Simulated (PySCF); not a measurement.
# YbF2+: ligand-field states

Aim: compute the ligand-field states of YbF2+.

Programs: PySCF 2.14.0, with routines of our own; each step states its level. All values are computed. Atoms count from 0.

## Step 1: The starting structure

3 atoms, charge 1, states of the metal's open shell are computed; geometry from: model geometry, bond lengths from ionic radii.

## Step 2: Ligand-field states: state-averaged CASSCF

Job settings and geometry (Å):

```
{"job": {"kind": "lf", "basis": {"metal": "x2c-TZVPall", "ligand": "x2c-SVPall"}, "nevpt": true}, "charge": 1, "metal": "Yb", "open_shell": "f13"}
Yb     0.000000     0.000000     0.000000
F      0.000000     0.000000     1.928000
F      0.000000     0.000000    -1.928000
```

Level: state-averaged CASSCF of the metal f shell, SC-NEVPT2 on the averaged canonical orbitals, state-interaction spin-orbit coupling.

The run is started by

```sh
> OMP_NUM_THREADS=1 python lf_run.py task.json out
```

One launch serves the whole session: the jobs run in the order shown.

Log:

```text
basis functions 132, electrons 87, active (13e, 7o)
stage 1: DIIS on the effective Fock matrix, level shift 0.30
cycle   1  E = -14254.1573043017  dE = -1.425e+04  max|g| = 1.602e+00
cycle   2  E = -14254.2662837347  dE = -1.090e-01  max|g| = 1.343e+00
cycle   3  E = -14254.2421930368  dE =  2.409e-02  max|g| = 1.427e+00
cycle   4  E = -14254.7049719292  dE = -4.628e-01  max|g| = 1.563e-01
cycle   5  E = -14254.7613002391  dE = -5.633e-02  max|g| = 3.943e-02
cycle   6  E = -14254.7393742554  dE =  2.193e-02  max|g| = 4.594e-02
cycle   7  E = -14254.7180730101  dE =  2.130e-02  max|g| = 7.179e-02
cycle   8  E = -14254.6763240804  dE =  4.175e-02  max|g| = 9.099e-02
cycle   9  E = -14254.5835288138  dE =  9.280e-02  max|g| = 2.169e-01
cycle  10  E = -14254.5083477027  dE =  7.518e-02  max|g| = 3.182e-01
cycle  11  E = -14254.4298943536  dE =  7.845e-02  max|g| = 4.205e-01
cycle  12  E = -14254.4079420217  dE =  2.195e-02  max|g| = 4.486e-01
cycle  13  E = -14254.5611190936  dE = -1.532e-01  max|g| = 2.212e-01
cycle  14  E = -14254.5672075158  dE = -6.088e-03  max|g| = 2.149e-01
cycle  15  E = -14254.5846834423  dE = -1.748e-02  max|g| = 1.789e-01
stage 2: quasi-Newton rotations from the point of smallest gradient
cycle  17  E = -14254.7640586025  dE = -2.758e-03  max|g| = 4.307e-02
cycle  18  E = -14254.7647870714  dE = -7.285e-04  max|g| = 1.832e-02
cycle  19  E = -14254.7649627736  dE = -1.757e-04  max|g| = 3.134e-03
cycle  20  E = -14254.7649681209  dE = -5.347e-06  max|g| = 2.080e-03
cycle  21  E = -14254.7649695170  dE = -1.396e-06  max|g| = 2.636e-04
cycle  22  E = -14254.7649695602  dE = -4.321e-08  max|g| = 5.619e-05
cycle  23  E = -14254.7649695640  dE = -3.800e-09  max|g| = 1.028e-05
cycle  24  E = -14254.7649695642  dE = -1.655e-10  max|g| = 3.045e-06
converged average energy = -14254.7649695642

 mult deg   label        CASSCF/cm-1   NEVPT2/cm-1
   2   1   2Sigmau+            0.0           0.0
   2   2   2Piu             1511.0        2244.7
   2   2   2Deltau          3109.7        4292.8
   2   2   2Phiu            4807.9        6092.7

spin-orbit levels / cm-1
      0.00  x2  2Sigmau+ 0.67 2Piu 0.33
   1926.23  x2  2Piu 0.79 2Deltau 0.21
   3703.59  x2  2Deltau 0.89 2Phiu 0.11
   5294.06  x2  2Phiu 1.00
  10778.21  x2  2Piu 0.67 2Sigmau+ 0.33
  13126.23  x2  2Deltau 0.79 2Piu 0.21
  15191.25  x2  2Phiu 0.89 2Deltau 0.11
```

It took 17 s on 1 thread of Intel Xeon Platinum 8375C at 2.90GHz, shared host; peak memory 0.35 GiB.

Key values:

| quantity | value |
| --- | --- |
| spin-orbit constant ζ | 2905 cm⁻¹ |

Powder susceptibility:

| T (K) | χT (cm³ K/mol) | μ(eff) |
| --- | --- | --- |
| 2 | 1.355 | 3.29 |
| 5 | 1.358 | 3.29 |
| 10 | 1.362 | 3.30 |
| 20 | 1.371 | 3.31 |
| 30 | 1.379 | 3.32 |
| 50 | 1.396 | 3.34 |
| 75 | 1.417 | 3.37 |
| 100 | 1.439 | 3.39 |
| 150 | 1.481 | 3.44 |
| 200 | 1.524 | 3.49 |
| 250 | 1.567 | 3.54 |
| 300 | 1.609 | 3.59 |

## Step 3: Ligand-field states: state-averaged CASSCF (bond angle at 170°)

Job settings and geometry (Å):

```
{"job": {"kind": "lf", "basis": {"metal": "x2c-TZVPall", "ligand": "x2c-SVPall"}, "nevpt": true, "reuse": true}, "charge": 1, "metal": "Yb", "open_shell": "f13"}
Yb     0.000000     0.000000     0.000000
F      0.168036     0.000000     1.920663
F      0.168036     0.000000    -1.920663
```

Level: state-averaged CASSCF of the metal f shell, SC-NEVPT2 on the averaged canonical orbitals, state-interaction spin-orbit coupling.

Log:

```text
basis functions 132, electrons 87, active (13e, 7o)
start from the orbitals of the previous structure
stage 1: DIIS on the effective Fock matrix, level shift 0.30
cycle   1  E = -14254.2728203344  dE = -1.425e+04  max|g| = 4.505e+00
cycle   2  E = -14254.6538455290  dE = -3.810e-01  max|g| = 3.101e-01
cycle   3  E = -14254.7272504916  dE = -7.340e-02  max|g| = 2.185e-01
cycle   4  E = -14254.7412918014  dE = -1.404e-02  max|g| = 5.087e-02
cycle   5  E = -14254.5374827481  dE =  2.038e-01  max|g| = 2.786e-01
cycle   6  E = -14254.4980158338  dE =  3.947e-02  max|g| = 2.977e-01
cycle   7  E = -14254.4531350439  dE =  4.488e-02  max|g| = 3.325e-01
cycle   8  E = -14254.4583215366  dE = -5.186e-03  max|g| = 3.162e-01
cycle   9  E = -14254.4373415583  dE =  2.098e-02  max|g| = 3.412e-01
cycle  10  E = -14254.4523945719  dE = -1.505e-02  max|g| = 3.207e-01
cycle  11  E = -14254.4400381202  dE =  1.236e-02  max|g| = 3.299e-01
cycle  12  E = -14254.4385882176  dE =  1.450e-03  max|g| = 3.252e-01
cycle  13  E = -14254.4250903641  dE =  1.350e-02  max|g| = 3.547e-01
cycle  14  E = -14254.4271085344  dE = -2.018e-03  max|g| = 3.358e-01
cycle  15  E = -14254.4304712487  dE = -3.363e-03  max|g| = 3.476e-01
stage 2: quasi-Newton rotations from the point of smallest gradient
cycle  17  E = -14254.7632046245  dE = -2.191e-02  max|g| = 3.858e-02
cycle  18  E = -14254.7648546948  dE = -1.650e-03  max|g| = 5.917e-02
cycle  19  E = -14254.7660476024  dE = -1.193e-03  max|g| = 1.043e-02
cycle  20  E = -14254.7661022750  dE = -5.467e-05  max|g| = 4.047e-03
cycle  21  E = -14254.7661169388  dE = -1.466e-05  max|g| = 9.010e-04
cycle  22  E = -14254.7661181555  dE = -1.217e-06  max|g| = 3.070e-04
cycle  23  E = -14254.7661184292  dE = -2.737e-07  max|g| = 8.065e-05
cycle  24  E = -14254.7661184424  dE = -1.317e-08  max|g| = 2.977e-05
cycle  25  E = -14254.7661184439  dE = -1.524e-09  max|g| = 8.153e-06
converged average energy = -14254.7661184439

 mult deg   label        CASSCF/cm-1   NEVPT2/cm-1
   2   1   2B1                 0.0           0.0
   2   1   2A1              1426.9        2120.8
   2   1   2B2              1465.8        2169.9
   2   1   2A2              3020.1        4159.1
   2   1   2B1              3020.0        4159.2
   2   2   2F               4697.9        5943.4

spin-orbit levels / cm-1
      0.00  x2  2B1 0.67 2A1 0.17 2B2 0.16
   1851.98  x2  2B2 0.39 2A1 0.39 2A2 0.11
   3600.31  x2  2B1 0.45 2A2 0.45 2F 0.11
   5176.61  x2  2F 1.00
  10742.99  x2  2A1 0.33 2B2 0.33 2B1 0.33
  13032.24  x2  2B1 0.39 2A2 0.39 2B2 0.11
  15076.23  x2  2F 0.89 2B1 0.05 2A2 0.05
```

Wall time 11 s (1 thread of Intel Xeon Platinum 8375C at 2.90GHz, shared host); peak memory 0.35 GiB.

From this job:

| quantity | value |
| --- | --- |
| spin-orbit constant ζ | 2905 cm⁻¹ |

Powder susceptibility:

| T (K) | χT (cm³ K/mol) | μ(eff) |
| --- | --- | --- |
| 2 | 1.356 | 3.29 |
| 20 | 1.372 | 3.31 |
| 100 | 1.443 | 3.40 |
| 300 | 1.621 | 3.60 |

## Step 4: Ligand-field states: state-averaged CASSCF (bond angle at 160°)

Job settings and geometry (Å):

```
{"job": {"kind": "lf", "basis": {"metal": "x2c-TZVPall", "ligand": "x2c-SVPall"}, "nevpt": true, "reuse": true}, "charge": 1, "metal": "Yb", "open_shell": "f13"}
Yb     0.000000     0.000000     0.000000
F      0.334794     0.000000     1.898709
F      0.334794     0.000000    -1.898709
```

With the program's defaults for keys left out, this is: state-averaged CASSCF of the metal f shell, SC-NEVPT2 on the averaged canonical orbitals, state-interaction spin-orbit coupling.

Log:

```text
basis functions 132, electrons 87, active (13e, 7o)
start from the orbitals of the previous structure
stage 1: DIIS on the effective Fock matrix, level shift 0.30
cycle   1  E = -14254.2780108966  dE = -1.425e+04  max|g| = 6.973e+00
cycle   2  E = -14254.6568854192  dE = -3.789e-01  max|g| = 2.979e-01
cycle   3  E = -14254.7282573227  dE = -7.137e-02  max|g| = 2.053e-01
cycle   4  E = -14254.7415032290  dE = -1.325e-02  max|g| = 5.696e-02
cycle   5  E = -14254.5090330731  dE =  2.325e-01  max|g| = 3.121e-01
cycle   6  E = -14254.4973827126  dE =  1.165e-02  max|g| = 2.958e-01
cycle   7  E = -14254.4424709855  dE =  5.491e-02  max|g| = 3.650e-01
cycle   8  E = -14254.4773072404  dE = -3.484e-02  max|g| = 3.104e-01
cycle   9  E = -14254.4406574734  dE =  3.665e-02  max|g| = 3.609e-01
cycle  10  E = -14254.4683715750  dE = -2.771e-02  max|g| = 3.192e-01
cycle  11  E = -14254.4704107925  dE = -2.039e-03  max|g| = 3.141e-01
cycle  12  E = -14254.4661826566  dE =  4.228e-03  max|g| = 3.199e-01
cycle  13  E = -14254.4573202745  dE =  8.862e-03  max|g| = 3.361e-01
cycle  14  E = -14254.4458684749  dE =  1.145e-02  max|g| = 3.584e-01
cycle  15  E = -14254.4980677747  dE = -5.220e-02  max|g| = 2.444e-01
stage 2: quasi-Newton rotations from the point of smallest gradient
cycle  17  E = -14254.7661829462  dE = -2.468e-02  max|g| = 2.165e-02
cycle  18  E = -14254.7686488713  dE = -2.466e-03  max|g| = 3.702e-02
cycle  19  E = -14254.7690644597  dE = -4.156e-04  max|g| = 1.764e-02
cycle  20  E = -14254.7691704920  dE = -1.060e-04  max|g| = 2.181e-03
cycle  21  E = -14254.7691833164  dE = -1.282e-05  max|g| = 8.001e-04
cycle  22  E = -14254.7691841203  dE = -8.039e-07  max|g| = 3.228e-04
cycle  23  E = -14254.7691843370  dE = -2.167e-07  max|g| = 2.107e-04
cycle  24  E = -14254.7691843498  dE = -1.281e-08  max|g| = 2.811e-05
cycle  25  E = -14254.7691843512  dE = -1.388e-09  max|g| = 1.414e-05
cycle  26  E = -14254.7691843514  dE = -2.237e-10  max|g| = 3.700e-06
converged average energy = -14254.7691843514

 mult deg   label        CASSCF/cm-1   NEVPT2/cm-1
   2   1   2B1                 0.0           0.0
   2   1   2A1              1194.1        1781.5
   2   1   2B2              1342.5        1968.9
   2   1   2B1              2769.0        3787.5
   2   1   2A2              2770.3        3789.3
   2   2   2F               4389.4        5527.3

spin-orbit levels / cm-1
      0.00  x2  2B1 0.66 2A1 0.19 2B2 0.15
   1652.86  x2  2B2 0.40 2A1 0.38 2B1 0.11
   3315.24  x2  2B1 0.45 2A2 0.45 2F 0.11
   4850.47  x2  2F 1.00
  10652.28  x2  2B1 0.34 2A1 0.33 2B2 0.33
  12775.19  x2  2A2 0.39 2B1 0.39 2B2 0.12
  14757.09  x2  2F 0.89 2A2 0.05 2B1 0.05
```

Run time: 11 s. Hardware: 1 thread of Intel Xeon Platinum 8375C at 2.90GHz, shared host; peak memory 0.34 GiB.

In short:

| quantity | value |
| --- | --- |
| spin-orbit constant ζ | 2905 cm⁻¹ |

Powder susceptibility:

| T (K) | χT (cm³ K/mol) | μ(eff) |
| --- | --- | --- |
| 2 | 1.361 | 3.30 |
| 20 | 1.379 | 3.32 |
| 100 | 1.459 | 3.42 |
| 300 | 1.658 | 3.64 |

## Step 5: Ligand-field states: state-averaged CASSCF (bond angle at 150°)

Job settings and geometry (Å):

```
{"job": {"kind": "lf", "basis": {"metal": "x2c-TZVPall", "ligand": "x2c-SVPall"}, "nevpt": true, "reuse": true}, "charge": 1, "metal": "Yb", "open_shell": "f13"}
Yb     0.000000     0.000000     0.000000
F      0.499003     0.000000     1.862305
F      0.499003     0.000000    -1.862305
```

With the program's defaults for keys left out, this is: state-averaged CASSCF of the metal f shell, SC-NEVPT2 on the averaged canonical orbitals, state-interaction spin-orbit coupling.

Log:

```text
basis functions 132, electrons 87, active (13e, 7o)
start from the orbitals of the previous structure
stage 1: DIIS on the effective Fock matrix, level shift 0.30
cycle   1  E = -14254.2859357065  dE = -1.425e+04  max|g| = 7.943e+00
cycle   2  E = -14254.6687224870  dE = -3.828e-01  max|g| = 2.693e-01
cycle   3  E = -14254.7325436218  dE = -6.382e-02  max|g| = 1.880e-01
cycle   4  E = -14254.7388715055  dE = -6.328e-03  max|g| = 5.513e-02
cycle   5  E = -14254.5491026349  dE =  1.898e-01  max|g| = 2.471e-01
cycle   6  E = -14254.5963709980  dE = -4.727e-02  max|g| = 1.516e-01
cycle   7  E = -14254.5260520659  dE =  7.032e-02  max|g| = 2.352e-01
cycle   8  E = -14254.5977382952  dE = -7.169e-02  max|g| = 9.651e-02
cycle   9  E = -14254.5539823544  dE =  4.376e-02  max|g| = 1.590e-01
cycle  10  E = -14254.5997419830  dE = -4.576e-02  max|g| = 7.827e-02
cycle  11  E = -14254.5779137299  dE =  2.183e-02  max|g| = 1.133e-01
cycle  12  E = -14254.5968568679  dE = -1.894e-02  max|g| = 9.263e-02
cycle  13  E = -14254.6249983787  dE = -2.814e-02  max|g| = 7.313e-02
cycle  14  E = -14254.6534453872  dE = -2.845e-02  max|g| = 7.929e-02
cycle  15  E = -14254.6205786660  dE =  3.287e-02  max|g| = 7.993e-02
stage 2: quasi-Newton rotations from the point of smallest gradient
cycle  17  E = -14254.7694211212  dE = -3.055e-02  max|g| = 1.921e-02
cycle  18  E = -14254.7722314000  dE = -2.810e-03  max|g| = 4.820e-02
cycle  19  E = -14254.7729684398  dE = -7.370e-04  max|g| = 2.770e-02
cycle  20  E = -14254.7732144645  dE = -2.460e-04  max|g| = 3.111e-03
cycle  21  E = -14254.7732252087  dE = -1.074e-05  max|g| = 1.071e-03
cycle  22  E = -14254.7732261965  dE = -9.878e-07  max|g| = 3.819e-04
cycle  23  E = -14254.7732264080  dE = -2.115e-07  max|g| = 9.648e-05
cycle  24  E = -14254.7732264321  dE = -2.411e-08  max|g| = 2.839e-05
cycle  25  E = -14254.7732264333  dE = -1.193e-09  max|g| = 1.044e-05
cycle  26  E = -14254.7732264335  dE = -2.074e-10  max|g| = 2.035e-06
converged average energy = -14254.7732264335

 mult deg   label        CASSCF/cm-1   NEVPT2/cm-1
   2   1   2B1                 0.0           0.0
   2   1   2A1               861.9        1300.1
   2   1   2B2              1172.2        1693.5
   2   1   2B1              2402.0        3248.2
   2   1   2A2              2407.9        3257.2
   2   2   2F               3935.5        4921.4

spin-orbit levels / cm-1
      0.00  x2  2B1 0.64 2A1 0.23 2B2 0.14
   1386.36  x2  2B2 0.42 2A1 0.35 2B1 0.11
   2909.78  x2  2B1 0.45 2A2 0.45 2F 0.11
   4381.70  x2  2F 1.00
  10539.61  x2  2B1 0.36 2A1 0.33 2B2 0.31
  12416.53  x2  2A2 0.39 2B1 0.39 2B2 0.13
  14299.12  x2  2F 0.89 2A2 0.05 2B1 0.05
```

Wall time 12 s (1 thread of Intel Xeon Platinum 8375C at 2.90GHz, shared host); peak memory 0.35 GiB.

Key values:

| quantity | value |
| --- | --- |
| spin-orbit constant ζ | 2905 cm⁻¹ |

Powder susceptibility:

| T (K) | χT (cm³ K/mol) | μ(eff) |
| --- | --- | --- |
| 2 | 1.376 | 3.32 |
| 20 | 1.398 | 3.34 |
| 100 | 1.492 | 3.45 |
| 300 | 1.726 | 3.72 |

## Step 6: Ligand-field states: state-averaged CASSCF (bond angle at 135°)

Job settings and geometry (Å):

```
{"job": {"kind": "lf", "basis": {"metal": "x2c-TZVPall", "ligand": "x2c-SVPall"}, "nevpt": true, "reuse": true}, "charge": 1, "metal": "Yb", "open_shell": "f13"}
Yb     0.000000     0.000000     0.000000
F      0.737814     0.000000     1.781240
F      0.737814     0.000000    -1.781240
```

Method: state-averaged CASSCF of the metal f shell, SC-NEVPT2 on the averaged canonical orbitals, state-interaction spin-orbit coupling.

Log:

```text
basis functions 132, electrons 87, active (13e, 7o)
start from the orbitals of the previous structure
stage 1: DIIS on the effective Fock matrix, level shift 0.30
cycle   1  E = -14253.7658610415  dE = -1.425e+04  max|g| = 1.376e+01
cycle   2  E = -14254.6543488717  dE = -8.885e-01  max|g| = 3.787e-01
cycle   3  E = -14254.7290761989  dE = -7.473e-02  max|g| = 1.080e-01
cycle   4  E = -14254.7361089714  dE = -7.033e-03  max|g| = 8.013e-02
cycle   5  E = -14254.6649911795  dE =  7.112e-02  max|g| = 1.036e-01
cycle   6  E = -14254.5538406520  dE =  1.112e-01  max|g| = 2.060e-01
cycle   7  E = -14254.5262561113  dE =  2.758e-02  max|g| = 2.544e-01
cycle   8  E = -14254.6278339541  dE = -1.016e-01  max|g| = 1.321e-01
cycle   9  E = -14254.5027167290  dE =  1.251e-01  max|g| = 2.816e-01
cycle  10  E = -14254.3965705161  dE =  1.061e-01  max|g| = 3.246e-01
cycle  11  E = -14254.3615309332  dE =  3.504e-02  max|g| = 3.207e-01
cycle  12  E = -14254.3405323094  dE =  2.100e-02  max|g| = 3.128e-01
cycle  13  E = -14254.2949383388  dE =  4.559e-02  max|g| = 3.072e-01
cycle  14  E = -14254.2648028414  dE =  3.014e-02  max|g| = 2.970e-01
cycle  15  E = -14254.2450279098  dE =  1.977e-02  max|g| = 2.783e-01
stage 2: quasi-Newton rotations from the point of smallest gradient
cycle  17  E = -14254.7690440293  dE = -3.294e-02  max|g| = 1.273e-01
cycle  18  E = -14254.7691515921  dE = -1.076e-04  max|g| = 1.186e-01
cycle  20  E = -14254.7699887914  dE = -8.372e-04  max|g| = 1.690e-01
cycle  21  E = -14254.7787075696  dE = -8.719e-03  max|g| = 1.839e-02
cycle  22  E = -14254.7787989166  dE = -9.135e-05  max|g| = 3.489e-03
cycle  23  E = -14254.7788071704  dE = -8.254e-06  max|g| = 1.347e-03
cycle  24  E = -14254.7788083649  dE = -1.194e-06  max|g| = 1.254e-04
cycle  25  E = -14254.7788084165  dE = -5.160e-08  max|g| = 4.616e-05
cycle  26  E = -14254.7788084227  dE = -6.199e-09  max|g| = 1.406e-05
cycle  27  E = -14254.7788084230  dE = -3.110e-10  max|g| = 3.871e-06
converged average energy = -14254.7788084230

 mult deg   label        CASSCF/cm-1   NEVPT2/cm-1
   2   1   2B1                 0.0           0.0
   2   1   2A1               312.2         507.7
   2   1   2B2               910.8        1272.2
   2   1   2B1              1759.5        2313.5
   2   1   2A2              1780.0        2346.8
   2   2   2F               3122.2        3854.5

spin-orbit levels / cm-1
      0.00  x2  2B1 0.58 2A1 0.34 2B2 0.07
   1031.89  x2  2B2 0.48 2A1 0.25 2A2 0.12
   2241.91  x2  2B1 0.45 2A2 0.44 2F 0.11
   3585.08  x2  2F 1.00
  10409.16  x2  2B1 0.39 2A1 0.34 2B2 0.26
  11859.91  x2  2B1 0.38 2A2 0.38 2B2 0.18
  13524.28  x2  2F 0.89 2A2 0.06 2B1 0.06
```

Run time: 10 s. Hardware: 1 thread of Intel Xeon Platinum 8375C at 2.90GHz, shared host; peak memory 0.34 GiB.

Warnings kept with the result: spin Hamiltonian not valid, low-lying orbital states.

Key values:

| quantity | value |
| --- | --- |
| spin-orbit constant ζ | 2904 cm⁻¹ |

Powder susceptibility:

| T (K) | χT (cm³ K/mol) | μ(eff) |
| --- | --- | --- |
| 2 | 1.495 | 3.46 |
| 20 | 1.520 | 3.49 |
| 100 | 1.633 | 3.61 |
| 300 | 1.906 | 3.90 |

## Step 7: Ligand-field states: state-averaged CASSCF (bond angle at 120°)

Job settings and geometry (Å):

```
{"job": {"kind": "lf", "basis": {"metal": "x2c-TZVPall", "ligand": "x2c-SVPall"}, "nevpt": true, "reuse": true}, "charge": 1, "metal": "Yb", "open_shell": "f13"}
Yb     0.000000     0.000000     0.000000
F      0.964000     0.000000     1.669697
F      0.964000     0.000000    -1.669697
```

Level: state-averaged CASSCF of the metal f shell, SC-NEVPT2 on the averaged canonical orbitals, state-interaction spin-orbit coupling.

Log:

```text
basis functions 132, electrons 87, active (13e, 7o)
start from the orbitals of the previous structure
stage 1: DIIS on the effective Fock matrix, level shift 0.30
cycle   1  E = -14253.7734120241  dE = -1.425e+04  max|g| = 1.614e+01
cycle   2  E = -14254.6422592985  dE = -8.688e-01  max|g| = 3.854e-01
cycle   3  E = -14254.7308792556  dE = -8.862e-02  max|g| = 1.828e-01
cycle   4  E = -14254.7368429943  dE = -5.964e-03  max|g| = 8.327e-02
cycle   5  E = -14254.5802463493  dE =  1.566e-01  max|g| = 2.184e-01
cycle   6  E = -14254.5463610059  dE =  3.389e-02  max|g| = 2.189e-01
cycle   7  E = -14254.5330986851  dE =  1.326e-02  max|g| = 2.179e-01
cycle   8  E = -14254.5349798001  dE = -1.881e-03  max|g| = 1.950e-01
cycle   9  E = -14254.5503898933  dE = -1.541e-02  max|g| = 1.461e-01
cycle  10  E = -14254.5846210894  dE = -3.423e-02  max|g| = 7.321e-02
...
cycle  48  E = -14254.7193529574  dE = -8.787e-03  max|g| = 2.034e-01
cycle  50  E = -14254.7542448159  dE = -3.489e-02  max|g| = 1.906e-01
cycle  51  E = -14254.7783810627  dE = -2.414e-02  max|g| = 6.454e-02
cycle  53  E = -14254.7802638278  dE = -1.883e-03  max|g| = 4.448e-02
cycle  54  E = -14254.7813713161  dE = -1.107e-03  max|g| = 9.850e-03
cycle  55  E = -14254.7813827470  dE = -1.143e-05  max|g| = 9.941e-03
cycle  56  E = -14254.7814241264  dE = -4.138e-05  max|g| = 7.363e-04
cycle  57  E = -14254.7814254682  dE = -1.342e-06  max|g| = 2.276e-04
cycle  58  E = -14254.7814257346  dE = -2.665e-07  max|g| = 5.818e-05
cycle  59  E = -14254.7814257448  dE = -1.020e-08  max|g| = 2.100e-05
cycle  60  E = -14254.7814257466  dE = -1.834e-09  max|g| = 7.150e-06
converged average energy = -14254.7814257466

 mult deg   label        CASSCF/cm-1   NEVPT2/cm-1
   2   1   2A1                 0.0           0.0
   2   1   2B1               120.8         121.5
   2   1   2B2               871.6        1122.9
   2   1   2B1              1316.9        1615.5
   2   1   2A2              1336.7        1659.9
   2   1   2A1              2447.7        2957.1
   2   1   2B2              2452.3        2960.7

spin-orbit levels / cm-1
      0.00  x2  2A1 0.49 2B1 0.48
    941.19  x2  2B2 0.54 2A2 0.13 2A1 0.12
   1700.64  x2  2B1 0.46 2A2 0.42 2A1 0.06
   2870.94  x2  2B2 0.50 2A1 0.50
  10382.96  x2  2B1 0.40 2A1 0.37 2B2 0.18
  11499.82  x2  2B1 0.37 2A2 0.34 2B2 0.26
  12838.38  x2  2B2 0.44 2A1 0.44 2A2 0.06
```

Run time: 17 s. Hardware: 1 thread of Intel Xeon Platinum 8375C at 2.90GHz, shared host; peak memory 0.34 GiB.

Warnings kept with the result: spin Hamiltonian not valid, low-lying orbital states.

In short:

| quantity | value |
| --- | --- |
| spin-orbit constant ζ | 2904 cm⁻¹ |

Powder susceptibility:

| T (K) | χT (cm³ K/mol) | μ(eff) |
| --- | --- | --- |
| 2 | 1.760 | 3.75 |
| 20 | 1.780 | 3.77 |
| 100 | 1.869 | 3.87 |
| 300 | 2.081 | 4.08 |

## Step 8: Ligand field across the series

From the NEVPT2 states (cm⁻¹; the spread is that of the fitted one-electron ligand-field levels):

| step | setting | ground state | next state | orbital spread | ζ | μ(eff), 300 K |
| --- | --- | --- | --- | --- | --- | --- |
| 2 | as given | 2Sigmau+ | 2Piu at 2245 | 6093 | 2905 | 3.59 |
| 3 | bond angle at 170 | 2B1 | 2A1 at 2121 | 5943 | 2905 | 3.60 |
| 4 | bond angle at 160 | 2B1 | 2A1 at 1782 | 5527 | 2905 | 3.64 |
| 5 | bond angle at 150 | 2B1 | 2A1 at 1300 | 4921 | 2905 | 3.72 |
| 6 | bond angle at 135 | 2B1 | 2A1 at 508 | 3855 | 2904 | 3.90 |
| 7 | bond angle at 120 | 2A1 | 2B1 at 122 | 2961 | 2904 | 4.08 |

## Step 9: Results

| quantity | value |
| --- | --- |
| spin-orbit constant ζ (step 2, state-averaged CASSCF) | 2905 cm⁻¹ |
| ground multiplicity, μ(eff) at 300 K (step 2, 2 donors at 1.93 Å) | 2, 3.59 μB |
| ground multiplicity, μ(eff) at 300 K (step 3, 2 donors at 1.93 Å) | 2, 3.60 μB |
| ground multiplicity, μ(eff) at 300 K (step 4, 2 donors at 1.93 Å) | 2, 3.64 μB |
| ground multiplicity, μ(eff) at 300 K (step 5, 2 donors at 1.93 Å) | 2, 3.72 μB |
| ground multiplicity, μ(eff) at 300 K (step 6, 2 donors at 1.93 Å) | 2, 3.90 μB |
| ground multiplicity, μ(eff) at 300 K (step 7, 2 donors at 1.93 Å) | 2, 4.08 μB |

In words: In step 2, χT goes from 1.36 at 2 K to 1.61 cm³ K/mol at 300 K, as higher levels fill or mix in. The spread of the ligand-field levels runs from 2961 cm⁻¹ (bond angle at 120) to 6093 cm⁻¹ (as given); μ(eff) at 300 K: 3.59 to 4.08 μB.
